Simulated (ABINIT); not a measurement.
SiF:

```
CELL_PARAMETERS angstrom
1.33860 0.77284 3.89831
-1.33860 0.77284 3.89831
0.00000 -1.54568 3.89831
ATOMIC_POSITIONS crystal
Si 0.50000 0.50000 0.50000
F 0.00000 0.00000 0.00000
```

The cell was built by a generator and needn't be a form met in nature.

- Program: ABINIT 10.8.3 (patched build)
- Task: single point
- Functional: PBE
- Potentials or basis: JTH PAW PBE v2.0
- Cutoff: 626 eV
- k mesh: 12 × 12 × 12
- Occupations: fermi-dirac, width 0.05 eV
- Spin: no spin polarisation

On this cell: pressure 0.0 GPa; largest force under 0.003 eV/Å; band gap on the k mesh none (metal or under the smearing width).

The same run follows on a disturbed copy (atoms moved at random, drawn with an rms of 0.05 Å):

```
Si F
1.0
     1.33860    0.77284    3.89831
    -1.33860    0.77284    3.89831
     0.00000   -1.54568    3.89831
Si F
1 1
Direct
  0.50026 0.49454 0.50891
  0.00165 0.01639 0.98441
```

What does the disturbed cell give?

The energy (extrapolated to zero smearing) moves by -1.7 meV/atom; pressure 0.0 GPa; largest force 0.106 eV/Å; band gap on the k mesh none (metal or under the smearing width).

Forces on the atoms (eV/Å):
```
Si   0.047 -0.095  0.013
F   -0.047  0.095 -0.013
```

Stress tensor (GPa, compression positive):
```
 0.30  0.01 -0.09
 0.01  0.32 -0.05
-0.09 -0.05 -0.60
```

The energy falls, though the first cell shows no forces: that form is unstable against this distortion, unless noise or another electronic state is at work.

Caveats: an odd number of electrons without spin polarisation forces a metal; a magnetic or distorted state may lie lower.
